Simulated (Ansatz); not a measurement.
# CHGeSi (sextet): from Hartree-Fock to the top rungs, cc-pVDZ

One table from this session's results is given with a row withheld; the runs are named, their logs left out.

Computed with Ansatz 0.2.0, Gaussian basis. Level: cc-pVDZ, core rule «outside noble gas», up to 20 orbitals frozen.

To be run: UHF; CCSD(T) on ROHF; CCSD(T) on UHF; BCCD(T) on ROHF; CISD; CCSDT(Q) on ROHF; CCSDT(Q) on UHF; CASSCF and MRCISD+Q, 13 electrons in 11 orbitals; CASSCF and NEVPT2, 13 electrons in 11 orbitals.

22 further runs of the same task are left out: 10 that didn't finish, 12 set aside as unsound or not needed.

## The geometry

The geometry is a PBE0/def2-TZVP stationary point (not a proven minimum) of the parent state, kept for this charge and spin. No spin-orbit coupling is included. The filled d shell of Ge may be among the frozen orbitals whatever the setting's name suggests; the logs give the count.

4 atoms, charge 0, spin multiplicity 6.

Atoms are counted from 1 here; the program's logs count them from 0.

Bond lengths: C1–Si2 1.776 Å, C1–Ge3 2.080 Å, Si2–Ge3 2.328 Å, Si2–H4 1.496 Å. Angles: Si2–C1–Ge3 73.8°, C1–Si2–Ge3 59.1°, C1–Si2–H4 123.7°, Ge3–Si2–H4 177.2°, C1–Ge3–Si2 47.1°.

Set-up of the first run:

Input file in.yaml:

```yaml
crystal:
  periodic: [false, false, false]
  atoms:
    - {symbol: C, position_ang: [0.000000, -1.295042, 0.783371]}
    - {symbol: Si, position_ang: [0.000000, 0.307666, 1.547779]}
    - {symbol: Ge, position_ang: [0.000000, 0.087954, -0.769988]}
    - {symbol: H, position_ang: [0.000000, 0.520279, 3.028890]}
basis:
  gaussian: {orbitals: cc-pVDZ}
magnetization: {spin_polarized: true, initial_magnetization: 5}
hamiltonian: {xc: hf}
output: {orbitals: {seedname: orbitals}}
```

The run is started by

```bash
$ ansatz run in.yaml --threads 1 --pin off --events-out ev --progress --plain --max-ram 2393MiB
```

Among the steps run: UHF; CCSD(T) on ROHF; CCSD(T) on UHF; BCCD(T) on ROHF; CISD; CCSDT(Q) on ROHF; CCSDT(Q) on UHF; CASSCF and MRCISD+Q, 13 electrons in 11 orbitals; CASSCF and NEVPT2, 13 electrons in 11 orbitals.

One table of the session follows, with a row left open; its other results are not shown here.

```
           method  from RCCSDT(Q) (kcal/mol)
             ROHF                    +177.30
              UHF                    +166.33
             RMP2                     +35.84
             UMP2                     +37.36
            RCCSD                      +9.13
            UCCSD                      +8.75
         RCCSD(T)                      +1.96
         UCCSD(T)                      +1.84
          BCCD(T)                      +1.91
           RCCSDT                      +0.67
           UCCSDT                      +0.45
        RCCSDT(Q)                          0
        UCCSDT(Q)                      -0.20
  CASSCF frontier                    +142.85
  NEVPT2 frontier                     +35.53
  MRCISD frontier                     +17.84
MRCISD+Q frontier                          ?
```

**Question.** Estimate the row for MRCISD+Q frontier.

The run gave: from RCCSDT(Q) (kcal/mol): +3.61. In the column «from RCCSDT(Q) (kcal/mol)» it lies between RCCSD(T) (+1.96) and UCCSD (+8.75).

Among the levels timed on like hardware and quicker than the yardstick, those that no quicker one beats, quickest first: UCCSD(T) (18 s, +1.84 kcal/mol); UCCSDT(Q) (83 s, -0.20 kcal/mol).

Not comparable, so not listed: CISD (they don't share determinant, frozen orbitals or solution with the rows shown, or repeat one).

To keep in mind: Of the multireference levels listed MRCISD+Q frontier comes nearest in total energy (+3.61 kcal/mol), which doesn't show that its space is the better one. Restricted and unrestricted rows rest on different reference determinants; where their highest levels disagree by more than a few hundredths of an eV, they describe different states and don't form one ladder.
